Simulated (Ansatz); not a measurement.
# SiCl (SMILES [Si]Cl) at UBHLYP/aug-cc-pVTZ

Aim: the electronic atomisation energy of SiCl at UBHLYP/aug-cc-pVTZ, from 3 runs. 

The results are computed with Ansatz 0.2.0.

40 further runs of the same task are left out: 40 set aside as unsound or not needed.

### 1 The molecule

The species is SiCl (2 atoms), meant as a doublet with charge 0. As SMILES, `[Si]Cl`. The shape is that of a PBE0-D4/def2-TZVP optimisation.

Bond lengths: Si1–Cl2 2.067 Å.

### 2 The energy at UBHLYP/aug-cc-pVTZ

The input, run.yaml:

```yaml
crystal:
  periodic: [false, false, false]
  atoms:
    - {symbol: Si, position_ang: [0.881810, -0.293660, 0.452120]}
    - {symbol: Cl, position_ang: [-0.881810, 0.293660, -0.452120]}
basis:
  gaussian: {orbitals: aug-cc-pVTZ}
magnetization: {spin_polarized: true, initial_magnetization: 1}
hamiltonian: {xc: {name: BHLYP}}
accuracy: high
output: {orbitals: {seedname: orbitals}}
```

Run with:

```console
$ ansatz run run.yaml --threads 1 --pin off --max-ram 3480MiB --events-out events.jsonl --progress --plain --runs-dir runs
```

The program printed:

```text
Warning: RAYON_NUM_THREADS=1 ignored (pool sized by the plan → 1); use --threads N
Functional definition: BHLYP
  name "BHLYP"
  parameter a = 0.5
  exchange = (1 - a)*b88_x + a*exact_x
  correlation = lyp_c
1299 factors; integrals over basis functions are off by at most 3.8e-9 eV
mean field evaluation 1: about -20399.8216 eV, gradient 7.8e0 eV
mean field evaluation 2: about -20399.9731 eV, gradient 7.1e0 eV
mean field evaluation 4: about -20400.2254 eV, gradient 8.1e-1 eV
mean field evaluation 8: about -20400.3506 eV, gradient 1.3e-1 eV
mean field evaluation 16: about -20400.3508 eV, gradient 1.9e-4 eV
mean field -20400.35084410 eV, -749.6990656661 hartree, gradient 3.9e-8 eV, S^2 0.758451; 0 other end points of the search recorded, 0 dependent functions left out
reference -20400.35086551 eV, -749.6990664529 hartree; 16, 15 occupied and 84, 85 virtual orbitals, 1299 factors
Total energy: -20400.35086551 eV, -749.6990664529 hartree
```

It took 5.4 s on 1 thread of Intel Xeon 6975P-C (Granite Rapids), shared host; peak memory 0.31 GiB.

### 3 The Cl atom at the same level

The input, job.yaml:

```yaml
crystal:
  periodic: [false, false, false]
  atoms:
    - {symbol: Cl, position_ang: [0.000000, 0.000000, 0.000000]}
basis:
  gaussian: {orbitals: aug-cc-pVTZ}
magnetization: {spin_polarized: true, initial_magnetization: 1}
hamiltonian: {xc: {name: BHLYP}}
accuracy: high
```

Run with:

```console
$ ansatz run job.yaml --threads 1 --pin off --max-ram 3480MiB --events-out events.jsonl --progress --plain --runs-dir runs
```

The program printed:

```text
Warning: RAYON_NUM_THREADS=1 ignored (pool sized by the plan → 1); use --threads N
Functional definition: BHLYP
  name "BHLYP"
  parameter a = 0.5
  exchange = (1 - a)*b88_x + a*exact_x
  correlation = lyp_c
500 factors; integrals over basis functions are off by at most 3.7e-9 eV
mean field evaluation 1: about -12521.6129 eV, gradient 4.3e0 eV
mean field evaluation 2: about -12521.7162 eV, gradient 9.5e-1 eV
mean field evaluation 4: about -12521.7261 eV, gradient 2.6e-1 eV
mean field evaluation 8: about -12521.7266 eV, gradient 8.8e-4 eV
mean field evaluation 16: about -12521.7266 eV, gradient 6.2e-8 eV
mean field -12521.72656811 eV, -460.1649638470 hartree, gradient 6.2e-8 eV, S^2 0.754659; 0 other end points of the search recorded, 0 dependent functions left out
reference -12521.72658589 eV, -460.1649645003 hartree; 9, 8 occupied and 41, 42 virtual orbitals, 500 factors
Total energy: -12521.72658589 eV, -460.1649645003 hartree
```

Run time: 0.86 s. Hardware: 1 thread of Intel Xeon 6975P-C (Granite Rapids), shared host; peak memory 0.12 GiB.

### 4 The Si atom at the same level

The input, run.yaml:

```yaml
crystal:
  periodic: [false, false, false]
  atoms:
    - symbol: Si
      position_ang: [0.000000, 0.000000, 0.000000]
basis:
  gaussian: {orbitals: aug-cc-pVTZ}
magnetization: {spin_polarized: true, initial_magnetization: 2}
hamiltonian: {xc: {name: BHLYP}}
accuracy: high
```

Run with:

```console
$ ansatz run run.yaml --threads 1 --pin off --max-ram 3480MiB --events-out events.jsonl --progress --plain --runs-dir runs
```

The program printed:

```text
Warning: RAYON_NUM_THREADS=1 ignored (pool sized by the plan → 1); use --threads N
Functional definition: BHLYP
  name "BHLYP"
  parameter a = 0.5
  exchange = (1 - a)*b88_x + a*exact_x
  correlation = lyp_c
498 factors; integrals over basis functions are off by at most 3.3e-9 eV
mean field evaluation 1: about -7874.4126 eV, gradient 2.7e0 eV
mean field evaluation 2: about -7874.4888 eV, gradient 7.6e-1 eV
mean field evaluation 4: about -7874.4949 eV, gradient 2.6e-1 eV
mean field evaluation 8: about -7874.4954 eV, gradient 5.0e-4 eV
mean field evaluation 16: about -7874.4954 eV, gradient 2.7e-8 eV
mean field -7874.49538230 eV, -289.3823677750 hartree, gradient 2.7e-8 eV, S^2 2.005875; 0 other end points of the search recorded, 0 dependent functions left out
reference -7874.49540000 eV, -289.3823684254 hartree; 8, 6 occupied and 42, 44 virtual orbitals, 498 factors
Total energy: -7874.49540000 eV, -289.3823684254 hartree
```

It took 0.74 s on 1 thread of Intel Xeon 6975P-C (Granite Rapids), shared host; peak memory 0.12 GiB.

### 5 Summary of results

Level: UBHLYP/aug-cc-pVTZ.

| quantity | value |
| --- | --- |
| molecule: total energy | -749.69907 Eh |
| molecule: HOMO energy (highest over α and β) | -6.08 eV |
| molecule: LUMO energy (lowest over α and β) | -2.09 eV |
| molecule: ⟨S²⟩ | 0.758 |
| Cl atom: total energy | -460.16496 Eh |
| Cl atom: ⟨S²⟩ | 0.755 |
| Si atom: total energy | -289.38237 Eh |
| Si atom: ⟨S²⟩ | 2.006 |
| electronic atomisation energy | 4.129 eV |

**Reading.** Taking the molecule apart into free atoms costs 4.13 eV (398 kJ/mol), before zero-point energy and without spin-orbit coupling.
